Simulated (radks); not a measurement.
**Excited configurations of Cr³⁺**

One table from this session's results is given with a row withheld; the runs are named, their logs left out.

Program: radks (a radial shooting solver on a logarithmic mesh, Libxc functionals) version 1. Level of theory: Dirac Kohn-Sham, BLYP, spin-unpolarised, spherical densities, finite nucleus; open shells fill j = l - 1/2 first. These are calculated values, not measurements, unless marked.

### Starting point

```
element            : chromium (Z = 24)
charge             : +3
electrons          : 21
configuration      : [Ar] 3d3
nuclear rms radius : 3.6452 fm
```

The first run:

Input:

```text
Z 24
configuration [Ar] 3d3
relativity Dirac
functional b88,lyp
spin unpolarised
j_filling energy
nucleus finite rms 3.6452 fm
c 137.035999084
```

Run with:

```sh
$ python run_ks.py task.json out
```

This one command runs every case of the session in turn.

Among the steps run: Ground configuration: [Ar] 3d3.

One of the session's tables, all rows but one given; the rest of the session is left out.

It belongs to the step «Ground configuration: [Ar] 3d3». Radial moments (bohr):

| level | <r> | outermost maximum (interpolated) | 90 % within | nodes |
| --- | --- | --- | --- | --- |
| 2s1/2 | 0.2930 | 0.244 | 0.455 | 1 |
| 2p1/2 | 0.2579 | 0.196 | 0.424 | 0 |
| 2p3/2 | 0.2608 | 0.198 | 0.428 | 0 |
| 3s1/2 | 0.8879 | 0.772 | 1.33 | 2 |
| 3p1/2 | ? | ? | ? | ? |
| 3p3/2 | 0.9411 | 0.792 | 1.44 | 1 |
| 3d3/2 | 1.110 | 0.789 | 1.86 | 0 |
| 3d5/2 | 1.113 | 0.791 | 1.86 | 0 |

Q: Estimate the row for 3p1/2 from the others.

As computed: <r>: 0.9330; outermost maximum (interpolated): 0.785; 90 % within: 1.43; nodes: 1. In the column «<r>» it lies between 3s1/2 (0.8879) and 3p3/2 (0.9411).

Limits of these values: Spin polarisation and multiplet splitting are left out, so open shells lie too high by an amount that depends on their filling.
